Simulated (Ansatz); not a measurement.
**SiPF3 (triplet): geometry and frequencies at several levels**

The task, for SiPF3 (triplet): geometry and frequencies at several levels. Spin multiplicity 3.

Computed with Ansatz 0.2.0 (the levels named in each step, unless a step's input says otherwise).

## (1) Starting point

Bond lengths: F1–Si2 1.592 Å, Si2–F3 1.592 Å, Si2–F4 1.592 Å, Si2–P5 2.184 Å. Angles: F1–Si2–F3 102.7°, F1–Si2–F4 102.7°, F1–Si2–P5 115.6°, F3–Si2–F4 102.7°, F3–Si2–P5 115.6°, F4–Si2–P5 115.6°.

Structure file:

```xyz
5

F    -1.0212    1.3677   -0.1295
Si   -0.2440   -0.0159   -0.0077
F    -0.9304   -0.6914    1.2595
F    -0.8411   -0.8590   -1.2185
P     1.9342    0.1264    0.0611
```

## (2) A rough first relaxation, PBE-D4/def2-SVP

This run stands in another session on the same molecule. It ended at:

```xyz
5

F    -1.0030    1.4396   -0.1336
Si   -0.3083   -0.0202   -0.0098
F    -0.9079   -0.7209    1.3238
F    -0.8142   -0.8969   -1.2764
P     1.9308    0.1262    0.0610
```

## (3) Relaxation, HF/STO-3G

input.yaml

```yaml
crystal:
  periodic: [false, false, false]
  atoms:
    - { symbol: F, position_ang: [-1.00303724, 1.43955345, -0.13359818] }
    - { symbol: Si, position_ang: [-0.30828257, -0.02017709, -0.00976288] }
    - { symbol: F, position_ang: [-0.90785051, -0.72093314, 1.32375858] }
    - { symbol: F, position_ang: [-0.81415253, -0.89688618, -1.27637293] }
    - { symbol: P, position_ang: [1.93084286, 0.12618295, 0.06102541] }
magnetization:
  spin_polarized: true
  initial_magnetization: 2
basis:
  gaussian: { orbitals: STO-3G }
hamiltonian:
  xc: hf
relax:
  f_tol: 0.002
  max_steps: 150
```

On the command line:

```
ansatz run input.yaml --threads 2 --pin off --max-ram 5120MiB --backend cpu --events-out ev --progress --plain --runs-dir out
```

Log, shortened:

```text
Warning: RAYON_NUM_THREADS=2 ignored (pool sized by the plan → 2); use --threads N
[...]
Functional definition: HF
[...]
453 factors; integrals over basis functions are off by at most 5.3e-6 eV
[...]
mean field -24944.09627148 eV, -916.6786302610 hartree, gradient 2.6e-5 eV, S^2 2.014478; 0 other end points of the search recorded, 0 dependent functions left out
[...]
reference -24944.09627148 eV, -916.6786302610 hartree; 29, 27 occupied and 4, 6 virtual orbitals, 453 factors
relax step   1: F+E_penalty+E_count = -24944.09627148 eV  Δ(F+E_penalty+E_count) = +0.000e0 eV  max|allowed force component| = 7.514e-1 eV/Å  Δτ_max = 0.0000 Å  (30 SCF iters, accepted)
[...]
relax step   4: F+E_penalty+E_count = -24944.13931357 eV  Δ(F+E_penalty+E_count) = -3.053e-5 eV  max|allowed force component| = 4.900e-3 eV/Å  Δτ_max = 0.0010 Å  (25 SCF iters, accepted)
[...]
relax step   5: F+E_penalty+E_count = -24944.13931394 eV  Δ(F+E_penalty+E_count) = -3.713e-7 eV  max|allowed force component| = 8.159e-5 eV/Å  Δτ_max = 0.0001 Å  (26 SCF iters, accepted)
453 factors; integrals over basis functions are off by at most 5.5e-6 eV
[...]
mean field -24944.13931394 eV, -916.6802120425 hartree, gradient 2.7e-5 eV, S^2 2.012452; 1 other end points of the search recorded, 0 dependent functions left out
[...]
reference -24944.13931394 eV, -916.6802120425 hartree; 29, 27 occupied and 4, 6 virtual orbitals, 453 factors
Total energy: -24944.13931394 eV, -916.6802120425 hartree
Atom 0 at    -1.011417     1.406902    -0.131684 Å, force     0.000018     0.000049     0.000002 eV/Å
Atom 1 at    -0.275677    -0.018058    -0.008734 Å, force    -0.000082    -0.000019    -0.000007 eV/Å
Atom 2 at    -0.918277    -0.707497     1.294600 Å, force     0.000017    -0.000012     0.000053 eV/Å
Atom 3 at    -0.826570    -0.879708    -1.250112 Å, force     0.000023    -0.000023    -0.000048 eV/Å
Atom 4 at     1.929461     0.126102     0.060979 Å, force     0.000024     0.000005     0.000001 eV/Å
Dipole moment:     0.406420     0.026572     0.012849 e Å
```

Wall time 2 s (2 threads of Intel Xeon Platinum 8488C (Sapphire Rapids), shared host); peak memory 0.11 GiB.

Relaxation path:

| step | energy from step 1 (eV) | largest force component (eV/Å) |
| --- | --- | --- |
| 1 | 0.0000 | 0.7514 |
| 2 | -0.0382 | 0.2912 |
| 3 | -0.0430 | 0.0312 |
| 4 | -0.0430 | 0.0049 |
| 5 | -0.0430 | 0.0001 |

Step 1 is the start.

Before: Bond lengths: F1–Si2 1.621 Å, Si2–F3 1.621 Å, Si2–F4 1.621 Å, Si2–P5 2.245 Å. Angles: F1–Si2–F3 107.1°, F1–Si2–F4 107.1°, F1–Si2–P5 111.8°, F3–Si2–F4 107.1°, F3–Si2–P5 111.8°, F4–Si2–P5 111.8°.

After: Bond lengths: F1–Si2 1.608 Å, Si2–F3 1.608 Å, Si2–F4 1.608 Å, Si2–P5 2.211 Å. Angles: F1–Si2–F3 105.0°, F1–Si2–F4 105.0°, F1–Si2–P5 113.6°, F3–Si2–F4 105.0°, F3–Si2–P5 113.6°, F4–Si2–P5 113.6°.

## (4) Frequencies, HF/STO-3G

input.yaml

```yaml
crystal:
  periodic: [false, false, false]
  atoms:
    - { symbol: F, position_ang: [-1.01141731, 1.40690199, -0.13168361] }
    - { symbol: Si, position_ang: [-0.27567661, -0.01805831, -0.00873433] }
    - { symbol: F, position_ang: [-0.91827688, -0.70749713, 1.29460045] }
    - { symbol: F, position_ang: [-0.82656999, -0.87970847, -1.25011185] }
    - { symbol: P, position_ang: [1.9294608, 0.12610191, 0.06097934] }
magnetization:
  spin_polarized: true
  initial_magnetization: 2
basis:
  gaussian: { orbitals: STO-3G }
hamiltonian:
  xc: hf
phonons: {}
```

On the command line:

```
ansatz run input.yaml --threads 2 --pin off --max-ram 5120MiB --backend cpu --events-out ev --progress --plain --runs-dir out
```

Log, shortened:

```text
Warning: RAYON_NUM_THREADS=2 ignored (pool sized by the plan → 2); use --threads N
[...]
[... 1 set-up line as earlier in the session ...]
[...]
453 factors; integrals over basis functions are off by at most 5.5e-6 eV
[...]
mean field -24944.13931396 eV, -916.6802120432 hartree, gradient 2.7e-5 eV, S^2 2.012452; 0 other end points of the search recorded, 0 dependent functions left out
[...]
reference -24944.13931396 eV, -916.6802120432 hartree; 29, 27 occupied and 4, 6 virtual orbitals, 453 factors
[...]
453 factors; integrals over basis functions are off by at most 5.5e-6 eV
[...]
mean field -24944.13921218 eV, -916.6802083027 hartree, gradient 1.3e-6 eV, S^2 2.012452; 0 other end points of the search recorded, 0 dependent functions left out
[...]
reference -24944.13921218 eV, -916.6802083027 hartree; 29, 27 occupied and 4, 6 virtual orbitals, 453 factors
[...]
453 factors; integrals over basis functions are off by at most 5.5e-6 eV
[...]
453 factors; integrals over basis functions are off by at most 5.5e-6 eV
mean field -24944.13928179 eV, -916.6802108610 hartree, gradient 1.3e-6 eV, S^2 2.012355; 0 other end points of the search recorded, 0 dependent functions left out
[...]
reference -24944.13928179 eV, -916.6802108610 hartree; 29, 27 occupied and 4, 6 virtual orbitals, 453 factors
Total energy: -24944.13931396 eV, -916.6802120432 hartree
Atom 0 at    -1.011417     1.406902    -0.131684 Å, force     0.000025     0.000051    -0.000003 eV/Å
Atom 1 at    -0.275677    -0.018058    -0.008734 Å, force    -0.000101    -0.000020    -0.000002 eV/Å
Atom 2 at    -0.918277    -0.707497     1.294600 Å, force     0.000026    -0.000014     0.000054 eV/Å
Atom 3 at    -0.826570    -0.879708    -1.250112 Å, force     0.000029    -0.000022    -0.000050 eV/Å
Atom 4 at     1.929461     0.126102     0.060979 Å, force     0.000021     0.000005     0.000000 eV/Å
Dipole moment:     0.406421     0.026572     0.012849 e Å
Vibrations: 196.33 196.33 327.48 327.48 331.67 574.32 917.90 1038.08 1038.08 cm⁻¹, zero-point energy 0.306716 eV
```

Run time: 4.7 s. Hardware: 2 threads of Intel Xeon Platinum 8488C (Sapphire Rapids), shared host; peak memory 0.11 GiB.

Harmonic frequencies (cm⁻¹; negative: imaginary): 196, 196, 327, 327, 332, 574, 918, 1038, 1038.

## (5) Relaxation, HF/6-31G*

input.yaml

```yaml
crystal:
  periodic: [false, false, false]
  atoms:
    - { symbol: F, position_ang: [-1.00303724, 1.43955345, -0.13359818] }
    - { symbol: Si, position_ang: [-0.30828257, -0.02017709, -0.00976288] }
    - { symbol: F, position_ang: [-0.90785051, -0.72093314, 1.32375858] }
    - { symbol: F, position_ang: [-0.81415253, -0.89688618, -1.27637293] }
    - { symbol: P, position_ang: [1.93084286, 0.12618295, 0.06102541] }
magnetization:
  spin_polarized: true
  initial_magnetization: 2
basis:
  gaussian: { orbitals: "6-31G*" }
hamiltonian:
  xc: hf
relax:
  f_tol: 0.002
  max_steps: 150
```

On the command line:

```
ansatz run input.yaml --threads 2 --pin off --max-ram 5120MiB --backend cpu --events-out ev --progress --plain --runs-dir out
```

Log, shortened:

```text
Warning: RAYON_NUM_THREADS=2 ignored (pool sized by the plan → 2); use --threads N
[...]
[... 1 set-up line as earlier in the session ...]
[...]
745 factors; integrals over basis functions are off by at most 2.5e-4 eV
[...]
mean field -25255.91471918 eV, -928.1377468559 hartree, gradient 2.2e-5 eV, S^2 2.016913; 0 other end points of the search recorded, 0 dependent functions left out
[...]
reference -25255.91471918 eV, -928.1377468559 hartree; 29, 27 occupied and 54, 56 virtual orbitals, 745 factors
relax step   1: F+E_penalty+E_count = -25255.91471918 eV  Δ(F+E_penalty+E_count) = +0.000e0 eV  max|allowed force component| = 1.736e0 eV/Å  Δτ_max = 0.0000 Å  (43 SCF iters, accepted)
[...]
relax step   5: F+E_penalty+E_count = -25256.06072534 eV  Δ(F+E_penalty+E_count) = -2.060e-4 eV  max|allowed force component| = 1.969e-2 eV/Å  Δτ_max = 0.0053 Å  (29 SCF iters, accepted)
[...]
relax step   6: F+E_penalty+E_count = -25256.06076093 eV  Δ(F+E_penalty+E_count) = -3.559e-5 eV  max|allowed force component| = 2.825e-4 eV/Å  Δτ_max = 0.0018 Å  (27 SCF iters, accepted)
745 factors; integrals over basis functions are off by at most 2.8e-4 eV
mean field -25256.06076093 eV, -928.1431137913 hartree, gradient 2.0e-5 eV, S^2 2.016743; 1 other end points of the search recorded, 0 dependent functions left out
[...]
reference -25256.06076093 eV, -928.1431137913 hartree; 29, 27 occupied and 54, 56 virtual orbitals, 745 factors
Total energy: -25256.06076093 eV, -928.1431137913 hartree
Atom 0 at    -0.988362     1.397450    -0.130213 Å, force     0.000036     0.000140    -0.000007 eV/Å
Atom 1 at    -0.319200    -0.020905    -0.010110 Å, force    -0.000282    -0.000021    -0.000011 eV/Å
Atom 2 at    -0.895917    -0.701219     1.285461 Å, force     0.000052    -0.000054     0.000120 eV/Å
Atom 3 at    -0.804892    -0.872150    -1.240322 Å, force     0.000062    -0.000071    -0.000107 eV/Å
Atom 4 at     1.905891     0.124563     0.060234 Å, force     0.000132     0.000005     0.000004 eV/Å
Dipole moment:     0.241339     0.015777     0.007630 e Å
```

Wall time 6.5 s (2 threads of Intel Xeon Platinum 8488C (Sapphire Rapids), shared host); peak memory 0.2 GiB.

The steps of the relaxation:

| step | energy from step 1 (eV) | largest force component (eV/Å) |
| --- | --- | --- |
| 1 | 0.0000 | 1.7364 |
| 2 | -0.1056 | 1.2032 |
| 3 | -0.1391 | 0.6768 |
| 4 | -0.1458 | 0.0415 |
| 5 | -0.1460 | 0.0197 |
| 6 | -0.1460 | 0.0003 |

Step 1 is the start.

Before: Bond lengths: F1–Si2 1.621 Å, Si2–F3 1.621 Å, Si2–F4 1.621 Å, Si2–P5 2.245 Å. Angles: F1–Si2–F3 107.1°, F1–Si2–F4 107.1°, F1–Si2–P5 111.8°, F3–Si2–F4 107.1°, F3–Si2–P5 111.8°, F4–Si2–P5 111.8°.

After: Bond lengths: F1–Si2 1.573 Å, Si2–F3 1.573 Å, Si2–F4 1.573 Å, Si2–P5 2.231 Å. Angles: F1–Si2–F3 107.3°, F1–Si2–F4 107.3°, F1–Si2–P5 111.6°, F3–Si2–F4 107.3°, F3–Si2–P5 111.6°, F4–Si2–P5 111.6°.

## (6) Frequencies, HF/6-31G*

input.yaml

```yaml
crystal:
  periodic: [false, false, false]
  atoms:
    - { symbol: F, position_ang: [-0.98836192, 1.39745, -0.13021268] }
    - { symbol: Si, position_ang: [-0.31920005, -0.0209054, -0.01011038] }
    - { symbol: F, position_ang: [-0.89591679, -0.7012186, 1.28546146] }
    - { symbol: F, position_ang: [-0.80489191, -0.87214951, -1.24032241] }
    - { symbol: P, position_ang: [1.90589069, 0.12456349, 0.06023401] }
magnetization:
  spin_polarized: true
  initial_magnetization: 2
basis:
  gaussian: { orbitals: "6-31G*" }
hamiltonian:
  xc: hf
phonons: {}
```

On the command line:

```
ansatz run input.yaml --threads 2 --pin off --max-ram 5120MiB --backend cpu --events-out ev --progress --plain --runs-dir out
```

Log, shortened:

```text
Warning: RAYON_NUM_THREADS=2 ignored (pool sized by the plan → 2); use --threads N
[...]
[... 1 set-up line as earlier in the session ...]
[...]
748 factors; integrals over basis functions are off by at most 1.9e-4 eV
[...]
mean field -25256.06076167 eV, -928.1431138185 hartree, gradient 1.9e-5 eV, S^2 2.016743; 0 other end points of the search recorded, 0 dependent functions left out
[...]
reference -25256.06076167 eV, -928.1431138185 hartree; 29, 27 occupied and 54, 56 virtual orbitals, 748 factors
[...]
748 factors; integrals over basis functions are off by at most 1.9e-4 eV
[...]
mean field -25256.06065129 eV, -928.1431097620 hartree, gradient 2.0e-6 eV, S^2 2.016746; 0 other end points of the search recorded, 0 dependent functions left out
[...]
reference -25256.06065129 eV, -928.1431097620 hartree; 29, 27 occupied and 54, 56 virtual orbitals, 748 factors
[...]
748 factors; integrals over basis functions are off by at most 1.9e-4 eV
[...]
748 factors; integrals over basis functions are off by at most 1.9e-4 eV
[...]
mean field -25256.06073522 eV, -928.1431128467 hartree, gradient 1.9e-6 eV, S^2 2.016745; 0 other end points of the search recorded, 0 dependent functions left out
[...]
reference -25256.06073522 eV, -928.1431128467 hartree; 29, 27 occupied and 54, 56 virtual orbitals, 748 factors
Total energy: -25256.06076167 eV, -928.1431138185 hartree
Atom 0 at    -0.988362     1.397450    -0.130213 Å, force     0.000032     0.000139    -0.000008 eV/Å
Atom 1 at    -0.319200    -0.020905    -0.010110 Å, force    -0.000271    -0.000019    -0.000008 eV/Å
Atom 2 at    -0.895917    -0.701219     1.285461 Å, force     0.000048    -0.000055     0.000119 eV/Å
Atom 3 at    -0.804892    -0.872150    -1.240322 Å, force     0.000056    -0.000070    -0.000107 eV/Å
Atom 4 at     1.905891     0.124563     0.060234 Å, force     0.000134     0.000005     0.000005 eV/Å
Dipole moment:     0.241339     0.015777     0.007630 e Å
Vibrations: 194.01 194.02 338.60 338.60 340.65 559.43 922.57 1048.44 1048.45 cm⁻¹, zero-point energy 0.309016 eV
```

Wall time 13 s (2 threads of Intel Xeon Platinum 8488C (Sapphire Rapids), shared host); peak memory 0.2 GiB.

Harmonic frequencies (cm⁻¹; negative: imaginary): 194, 194, 339, 339, 341, 559, 923, 1048, 1048.

## (7) Relaxation, LDA/def2-SVP

input.yaml

```yaml
crystal:
  periodic: [false, false, false]
  atoms:
    - { symbol: F, position_ang: [-1.00303724, 1.43955345, -0.13359818] }
    - { symbol: Si, position_ang: [-0.30828257, -0.02017709, -0.00976288] }
    - { symbol: F, position_ang: [-0.90785051, -0.72093314, 1.32375858] }
    - { symbol: F, position_ang: [-0.81415253, -0.89688618, -1.27637293] }
    - { symbol: P, position_ang: [1.93084286, 0.12618295, 0.06102541] }
magnetization:
  spin_polarized: true
  initial_magnetization: 2
basis:
  gaussian: { orbitals: def2-SVP }
hamiltonian:
  xc: lda
relax:
  f_tol: 0.002
  max_steps: 150
```

On the command line:

```
ansatz run input.yaml --threads 2 --pin off --max-ram 5120MiB --backend cpu --events-out ev --progress --plain --runs-dir out
```

Log, shortened:

```text
Warning: RAYON_NUM_THREADS=2 ignored (pool sized by the plan → 2); use --threads N
[...]
Functional definition: SPW92
[...]
847 factors; their error is unknown
[...]
mean field -25190.95830563 eV, -925.7506426869 hartree, gradient 2.1e-5 eV, S^2 2.002881; 0 other end points of the search recorded, 0 dependent functions left out
[...]
reference -25190.95832911 eV, -925.7506435498 hartree; 29, 27 occupied and 49, 51 virtual orbitals, 847 factors
relax step   1: F+E_penalty+E_count = -25190.95830563 eV  Δ(F+E_penalty+E_count) = +0.000e0 eV  max|allowed force component| = 6.068e-1 eV/Å  Δτ_max = 0.0000 Å  (26 SCF iters, accepted)
[...]
relax step   4: F+E_penalty+E_count = -25190.98017317 eV  Δ(F+E_penalty+E_count) = -1.804e-5 eV  max|allowed force component| = 9.316e-3 eV/Å  Δτ_max = 0.0006 Å  (20 SCF iters, accepted)
[...]
relax step   5: F+E_penalty+E_count = -25190.98017614 eV  Δ(F+E_penalty+E_count) = -2.976e-6 eV  max|allowed force component| = 5.887e-4 eV/Å  Δτ_max = 0.0004 Å  (19 SCF iters, accepted)
847 factors; their error is unknown
mean field -25190.98017614 eV, -925.7514464136 hartree, gradient 1.9e-5 eV, S^2 2.002749; 1 other end points of the search recorded, 0 dependent functions left out
[...]
reference -25190.98019971 eV, -925.7514472796 hartree; 29, 27 occupied and 49, 51 virtual orbitals, 847 factors
Total energy: -25190.98019971 eV, -925.7514472796 hartree
Atom 0 at    -0.995747     1.422043    -0.132144 Å, force     0.000100     0.000110     0.000000 eV/Å
Atom 1 at    -0.306276    -0.020062    -0.009702 Å, force     0.000249     0.000013     0.000004 eV/Å
Atom 2 at    -0.901723    -0.712621     1.307804 Å, force     0.000113    -0.000032     0.000099 eV/Å
Atom 3 at    -0.809140    -0.886482    -1.261286 Å, force     0.000126    -0.000048    -0.000083 eV/Å
Atom 4 at     1.910407     0.124862     0.060378 Å, force    -0.000589    -0.000043    -0.000020 eV/Å
Dipole moment:     0.300347     0.019634     0.009496 e Å
```

Wall time 3.8 s (2 threads of Intel Xeon Platinum 8488C (Sapphire Rapids), shared host); peak memory 0.17 GiB.

The steps of the relaxation:

| step | energy from step 1 (eV) | largest force component (eV/Å) |
| --- | --- | --- |
| 1 | 0.0000 | 0.6068 |
| 2 | -0.0160 | 0.3386 |
| 3 | -0.0218 | 0.0191 |
| 4 | -0.0219 | 0.0093 |
| 5 | -0.0219 | 0.0006 |

Step 1 is the start.

Before: Bond lengths: F1–Si2 1.621 Å, Si2–F3 1.621 Å, Si2–F4 1.621 Å, Si2–P5 2.245 Å. Angles: F1–Si2–F3 107.1°, F1–Si2–F4 107.1°, F1–Si2–P5 111.8°, F3–Si2–F4 107.1°, F3–Si2–P5 111.8°, F4–Si2–P5 111.8°.

After: Bond lengths: F1–Si2 1.603 Å, Si2–F3 1.603 Å, Si2–F4 1.603 Å, Si2–P5 2.223 Å. Angles: F1–Si2–F3 107.0°, F1–Si2–F4 107.0°, F1–Si2–P5 111.9°, F3–Si2–F4 107.0°, F3–Si2–P5 111.9°, F4–Si2–P5 111.9°.

## (8) Frequencies, LDA/def2-SVP

input.yaml

```yaml
crystal:
  periodic: [false, false, false]
  atoms:
    - { symbol: F, position_ang: [-0.99574748, 1.4220434, -0.13214395] }
    - { symbol: Si, position_ang: [-0.30627594, -0.02006192, -0.00970197] }
    - { symbol: F, position_ang: [-0.90172327, -0.71262136, 1.30780392] }
    - { symbol: F, position_ang: [-0.80914014, -0.88648222, -1.26128556] }
    - { symbol: P, position_ang: [1.91040684, 0.12486209, 0.06037756] }
magnetization:
  spin_polarized: true
  initial_magnetization: 2
basis:
  gaussian: { orbitals: def2-SVP }
hamiltonian:
  xc: lda
phonons: {}
```

On the command line:

```
ansatz run input.yaml --threads 2 --pin off --max-ram 5120MiB --backend cpu --events-out ev --progress --plain --runs-dir out
```

Log, shortened:

```text
Warning: RAYON_NUM_THREADS=2 ignored (pool sized by the plan → 2); use --threads N
[...]
[... 1 set-up line as earlier in the session ...]
[...]
847 factors; their error is unknown
[...]
mean field -25190.98017615 eV, -925.7514464138 hartree, gradient 1.7e-5 eV, S^2 2.002749; 0 other end points of the search recorded, 0 dependent functions left out
[...]
reference -25190.98019972 eV, -925.7514472799 hartree; 29, 27 occupied and 49, 51 virtual orbitals, 847 factors
[...]
847 factors; their error is unknown
mean field -25190.98008209 eV, -925.7514429572 hartree, gradient 1.5e-6 eV, S^2 2.002750; 0 other end points of the search recorded, 0 dependent functions left out
[...]
reference -25190.98010565 eV, -925.7514438230 hartree; 29, 27 occupied and 49, 51 virtual orbitals, 847 factors
[...]
847 factors; their error is unknown
[...]
847 factors; their error is unknown
[...]
mean field -25190.98015624 eV, -925.7514456821 hartree, gradient 2.1e-6 eV, S^2 2.002742; 0 other end points of the search recorded, 0 dependent functions left out
[...]
reference -25190.98017980 eV, -925.7514465481 hartree; 29, 27 occupied and 49, 51 virtual orbitals, 847 factors
Total energy: -25190.98019972 eV, -925.7514472799 hartree
Atom 0 at    -0.995747     1.422043    -0.132144 Å, force     0.000101     0.000110    -0.000004 eV/Å
Atom 1 at    -0.306276    -0.020062    -0.009702 Å, force     0.000248     0.000013     0.000008 eV/Å
Atom 2 at    -0.901723    -0.712621     1.307804 Å, force     0.000117    -0.000034     0.000099 eV/Å
Atom 3 at    -0.809140    -0.886482    -1.261286 Å, force     0.000123    -0.000047    -0.000085 eV/Å
Atom 4 at     1.910407     0.124862     0.060378 Å, force    -0.000589    -0.000043    -0.000018 eV/Å
Dipole moment:     0.300347     0.019633     0.009495 e Å
Vibrations: 150.74 150.76 290.58 290.61 300.09 495.52 849.40 977.32 977.36 cm⁻¹, zero-point energy 0.277872 eV
```

Wall time 8.4 s (2 threads of Intel Xeon Platinum 8488C (Sapphire Rapids), shared host); peak memory 0.13 GiB.

Harmonic frequencies (cm⁻¹; negative: imaginary): 151, 151, 291, 291, 300, 496, 849, 977, 977.

(Part 1 of 2 ends here.)
